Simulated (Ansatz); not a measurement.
# C₂H₅AlClF: how energies converge with the basis set

Aim: see how fast density functionals converge with the basis set for C₂H₅AlClF.

Computed with Ansatz 0.2.0, Gaussian basis. Level: one geometry, several basis sets.

Plan: PBE0-D4/def2-SVP; ωB97M-V/def2-SVP; PBE0-D4/def2-QZVPP; ωB97M-V/def2-QZVPP; the functionals' def2-TZVPP values are taken from earlier runs.

### Step 1. Structure used throughout

The geometry comes from an earlier relaxation with PBE0-D4 in a triple-zeta def2 set; it is a stationary point, not always the lowest conformer.

SMILES `[F][AlH][CH2]CCl`, 10 atoms, charge 0, spin multiplicity 1.

Atoms are counted from 1 here; the program's logs count them from 0.

Bond lengths: F1–Al2 1.652 Å, Al2–C3 1.954 Å, Al2–H6 1.577 Å, C3–C4 1.505 Å, C3–H7 1.097 Å, C3–H8 1.097 Å, C4–Cl5 1.801 Å, C4–H9 1.089 Å, C4–H10 1.089 Å. Angles: F1–Al2–C3 117.8°, F1–Al2–H6 117.4°, C3–Al2–H6 124.7°, Al2–C3–C4 115.5°, Al2–C3–H7 107.6°, Al2–C3–H8 107.6°, C4–C3–H7 110.3°, C4–C3–H8 110.3°, H7–C3–H8 105.0°, C3–C4–Cl5 112.4°, C3–C4–H9 112.4°, C3–C4–H10 112.4°, Cl5–C4–H9 105.5°, Cl5–C4–H10 105.5°, H9–C4–H10 108.1°.

### Step 2. PBE0-D4 in def2-SVP

File in.yaml:

```yaml
crystal:
  periodic: [false, false, false]
  atoms:
    - {symbol: F, position_ang: [-1.799137, 1.836670, 0.230392]}
    - {symbol: Al, position_ang: [-0.786422, 0.970334, 1.207350]}
    - {symbol: C, position_ang: [0.393145, -0.340746, 0.365579]}
    - {symbol: C, position_ang: [0.282598, -0.443797, -1.132154]}
    - {symbol: Cl, position_ang: [1.401429, -1.675386, -1.821094]}
    - {symbol: H, position_ang: [-0.843197, 1.264176, 2.755451]}
    - {symbol: H, position_ang: [0.190781, -1.314386, 0.829476]}
    - {symbol: H, position_ang: [1.422753, -0.095683, 0.655113]}
    - {symbol: H, position_ang: [-0.713685, -0.742741, -1.455100]}
    - {symbol: H, position_ang: [0.534937, 0.490359, -1.632115]}
basis:
  gaussian: {orbitals: def2-SVP}
hamiltonian: {xc: pbe0, dispersion: d4}
output: {orbitals: {seedname: orbitals}}
```

The runs that follow: ωB97M-V in def2-SVP; PBE0-D4 in def2-QZVPP; ωB97M-V in def2-QZVPP.

**Question.** What will the summary of the whole plan be? Wanted: PBE0-D4: double and triple zeta above quadruple; ωB97M-V: double and triple zeta above quadruple.

The runs gave:

```
                                       quantity           value
PBE0-D4: double and triple zeta above quadruple  13.40, 0.87 eV
ωB97M-V: double and triple zeta above quadruple  13.51, 0.83 eV
```

**Reading.** For PBE0-D4 the step from double to triple zeta gains 12.53 eV and the next only 0.87 eV. Total energies overstate the basis error of differences, where much of it tends to cancel. The LUMO of ωB97M-V is positive and keeps falling with the basis (0.66 to 0.14 eV): an unbound level that the basis holds in place.
